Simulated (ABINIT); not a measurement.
MoN2 in ABINIT: the effect of functional

Crystal: MoN2.

```
CELL_PARAMETERS angstrom
4.34805 0.00000 0.00000
0.00000 4.34805 0.00000
0.00000 0.00000 2.76746
ATOMIC_POSITIONS crystal
Mo 0.00000 0.00000 0.00000
Mo 0.50000 0.50000 0.00000
N 0.61165 0.88835 0.50000
N 0.38835 0.11165 0.50000
N 0.11165 0.61165 0.50000
N 0.88835 0.38835 0.50000
```

Measurements of this composition are mostly on another form, of space group No. 160.

Alike in all runs:

| Property | Result |
| --- | --- |
| Program | ABINIT 10.8.3 (patched build) |
| Task | band structure |
| k mesh | 6 × 6 × 10 |
| Occupations | fermi-dirac, width 0.05 eV |
| Spin | no spin polarisation |

| functional | potentials or basis | cutoff | pressure (GPa) | largest force (eV/Å) |
| --- | --- | --- | --- | --- |
| PBEsol | PseudoDojo NC SR PBEsol v0.4.1 standard | 1143 eV | -13.2 | 0.23 |
| LDA | JTH PAW LDA v2.0 | 707 eV | -21.3 | 0.16 |
| r2SCAN | JTH PAW PBE v2.0 | 844 eV | -4.7 | 0.06 |
| PBE | JTH PAW PBE v2.0 | 707 eV | ? | ? |

Question: What does the run with functional PBE give?

Answer: Pressure -4.1 GPa; largest force 0.04 eV/Å.

Caveats: the PAW data sets were made with another functional, which shifts forces and pressure a little (some runs).
